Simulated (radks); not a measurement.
# Taking charge from the 3s level of Ga⁺ in fractions

An exercise on one series of results from a longer session: the logs are not shown, and one member is left open.

Program: radks (a radial shooting solver on a logarithmic mesh, Libxc functionals) version 1. Level of theory: Dirac Kohn-Sham, PBEsol, spin-unpolarised, spherical densities, finite nucleus. These are calculated values, not measurements, unless marked.

**The atom as given**

| Quantity | Value |
| --- | --- |
| element | gallium (Z = 31) |
| charge | +1 |
| electrons | 30 |
| configuration | [Ar] 3d10 4s2 |
| nuclear rms radius | 3.9973 fm |

Outer shells as boxes (Hund's rule):

Ga⁺
```
[Ar] core
3d [↑↓][↑↓][↑↓][↑↓][↑↓]
4s [↑↓]
```

Set-up of the first run:

Settings of this run:

```text
Z 31
configuration [Ar] 3d10 4s2
relativity Dirac
functional pbe_sol,pbe_sol
spin unpolarised
j_filling average
nucleus finite rms 3.9973 fm
c 137.035999084
```

Steps of the session up to this table: Start: [Ar] 3d10 4s2.

One of the session's tables, all rows but one given; the rest of the session is left out.

From the orbitals of this run (lengths in bohr):

| level | <r> | outermost maximum (interpolated) | 90 % within | nodes |
| --- | --- | --- | --- | --- |
| 2p1/2 | 0.1884 | 0.145 | 0.309 | 0 |
| 2p3/2 | 0.1919 | 0.147 | 0.313 | 0 |
| 3s1/2 | 0.6523 | 0.565 | 0.978 | 2 |
| 3p1/2 | 0.6723 | 0.561 | 1.04 | 1 |
| 3p3/2 | 0.6832 | 0.570 | 1.05 | 1 |
| 3d3/2 | 0.8041 | 0.531 | 1.39 | 0 |
| 3d5/2 | ? | ? | ? | ? |
| 4s1/2 | 2.210 | 1.85 | 3.32 | 3 |

**Question.** Estimate the row for 3d5/2.

The run gave: <r>: 0.8104; outermost maximum (interpolated): 0.534; 90 % within: 1.40; nodes: 0. In the column «<r>» it lies between 3d3/2 (0.8041) and 4s1/2 (2.210).
